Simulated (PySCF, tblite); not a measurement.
**C9H7 radical: geometry, infrared bands and EPR parameters**

Wanted: the infrared bands and EPR parameters of C9H7 radical (`C=CC#CC#C[C@@H]1[CH]C1`), by calculation.

The runs use tblite 0.8.0 and PySCF 2.14.0, with density-fitted response routines of our own; the level of theory stands in each step. All values are computed, except where a source is named. Atoms are numbered from 0 throughout.

## (1) The molecule as given

16 atoms, charge 0, multiplicity 2; geometry from: force field or distance geometry start.

Bonds of the start (Å): C0–C1 1.34, C1–C2 1.43, C2–C3 1.22, C3–C4 1.42, C4–C5 1.22, C5–C6 1.47, C6–C7 1.50, C7–C8 1.51, C8–C6 1.51, C0–H9 1.08, C0–H10 1.09, C1–H11 1.08, C6–H12 1.09, C7–H13 1.11, C8–H14 1.10, C8–H15 1.12.

## (2) Optimising the geometry with GFN2-xTB

The job: settings as JSON, then the geometry in Å.

```
{"job": {"kind": "relax", "xc": "GFN2-xTB", "basis": "xTB"}, "charge": 0, "multiplicity": 2}
C      4.397000    -0.880500    -0.555400
C      3.544900    -0.240200    -1.365500
C      2.168700    -0.049000    -1.048200
C      0.989300     0.130300    -0.800600
C     -0.382700     0.297800    -0.470300
C     -1.566300     0.442100    -0.229200
C     -2.990100     0.633700     0.092700
C     -3.333100     1.802800     0.965200
C     -3.289200     0.413700     1.556700
H      5.415000    -0.965600    -0.892700
H      4.086700    -1.301700     0.402400
H      3.891800     0.157300    -2.303000
H     -3.746500     0.231500    -0.585100
H     -2.475200     2.467100     1.196100
H     -2.469800     0.264700     2.273100
H     -4.247900    -0.127500     1.752400
```

The run is started by

```
$ OMP_NUM_THREADS=1 python probes_run.py task.json out
```

This one command runs all jobs of the session in turn.

**Question.** This job is followed by: GFN2-xTB harmonic vibrations, gas phase; UKS B3LYP, pcH-1 on C H, non-relativistic, mean-field spin-orbit, GIAO. What will the session give for the following? strongest single infrared mode (GFN2-xTB); zero-point energy (GFN2-xTB); g(iso) (B3LYP); ⟨S²⟩; largest a(iso); potential on the surface of density 0.002 e/bohr³, 1st and 99th percentile.

As calculated:

| quantity | value |
| --- | --- |
| strongest single infrared mode (GFN2-xTB) | 661 cm⁻¹, 121 km/mol |
| zero-point energy (GFN2-xTB) | 73.1 kcal/mol |
| g(iso) (B3LYP) | 2.00267 |
| ⟨S²⟩ | 0.754 (exact 0.75) |
| largest a(iso) | 13C on C7, 304.0 MHz |
| potential on the surface of density 0.002 e/bohr³, 1st and 99th percentile | -0.70 V and 1.01 V |

**Reading.** Relaxing lowered the energy by 0.463 eV in 45 steps; the close pair that moved most is C3–C4, from 1.421 to 1.349 Å. The lowest mode is slightly imaginary (3i cm⁻¹), a soft motion within the noise of the Hessian, so the minimum is not strictly shown. The strongest single mode, at 661 cm⁻¹, moves mainly H13. Unscaled tight-binding wavenumbers are off by several per cent, some by more. Its intensities can rank the bands wrongly. Most of the unpaired spin sits on C7 (0.94 e). The isotropic g lies 0.3 ppt above the free-electron value. These values are for one conformer; the search (at its own cheap level) found 1 more, at 0.14 kcal/mol, and measured spectra average over such forms.
